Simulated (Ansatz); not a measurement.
# GeH5O+: one structure at several levels

An exercise on one series of results from a longer session: the logs are not shown, and one member is left open.

The runs use Ansatz 0.2.0, Gaussian basis; single points in def2-TZVPP.

Correlated methods freeze the cores. Filled d shells of the heavier atoms are correlated.

### The starting structure

SMILES `[OH2+][GeH3]`, 7 atoms, charge 1, spin multiplicity 1.

Atoms are counted from 1 here; the program's logs count them from 0.

Bond lengths: O1–Ge2 1.995 Å, O1–H3 1.007 Å, O1–H4 0.999 Å, Ge2–H5 1.709 Å, Ge2–H6 1.412 Å, Ge2–H7 1.489 Å. Angles: Ge2–O1–H3 133.1°, Ge2–O1–H4 123.2°, H3–O1–H4 96.1°, O1–Ge2–H5 95.7°, O1–Ge2–H6 102.3°, O1–Ge2–H7 93.7°, H5–Ge2–H6 111.8°, H5–Ge2–H7 122.8°, H6–Ge2–H7 120.9°.

As a file:

```xyz
7

O    -0.05800   -1.01690    0.07880
Ge    0.09840    0.96310   -0.10470
H    -0.84510   -1.64050    0.15700
H     0.56780   -1.56630    0.62990
H    -0.97730    1.09710   -1.42570
H    -0.48630    1.42310    1.09500
H     1.57800    0.92790   -0.26880
```

Set-up of the first run:

run/in.yaml reads:

```yaml
crystal:
  periodic: [false, false, false]
  atoms:
    - {symbol: O, position_ang: [-0.058000, -1.016900, 0.078800]}
    - {symbol: Ge, position_ang: [0.098400, 0.963100, -0.104700]}
    - {symbol: H, position_ang: [-0.845100, -1.640500, 0.157000]}
    - {symbol: H, position_ang: [0.567800, -1.566300, 0.629900]}
    - {symbol: H, position_ang: [-0.977300, 1.097100, -1.425700]}
    - {symbol: H, position_ang: [-0.486300, 1.423100, 1.095000]}
    - {symbol: H, position_ang: [1.578000, 0.927900, -0.268800]}
basis:
  gaussian: {orbitals: def2-TZVPP}
total_charge: 1
correlation: {method: ccsd_t}
output: {forces: true}
```

No record of the launch command was kept for these runs.

Among the steps run: CCSD(T)/def2-TZVPP; PBE0-D4/def2-TZVPP; wB97M-V/def2-TZVPP; r2SCAN-D4/def2-TZVPP; PBE-D4/def2-TZVPP; LC-wPBE/def2-TZVPP; CAM-B3LYP-D4/def2-TZVPP.

One of the session's tables, all rows but one given; the rest of the session is left out.

```
      method  RMS force component (eV/Å)  angle to CCSD(T) forces (°)
     CCSD(T)                       1.454                    reference
     PBE0-D4                           ?                            ?
     wB97M-V                       1.480                          1.6
   r2SCAN-D4                       1.443                          1.5
      PBE-D4                       1.384                          8.1
     LC-wPBE                       1.499                          1.6
CAM-B3LYP-D4                       1.470                          1.3
```

Estimate the missing values for PBE0-D4.

As computed: RMS force component (eV/Å): 1.492; angle to CCSD(T) forces (°): 2.0. In the column «RMS force component (eV/Å)» it lies between wB97M-V (1.480) and LC-wPBE (1.499).
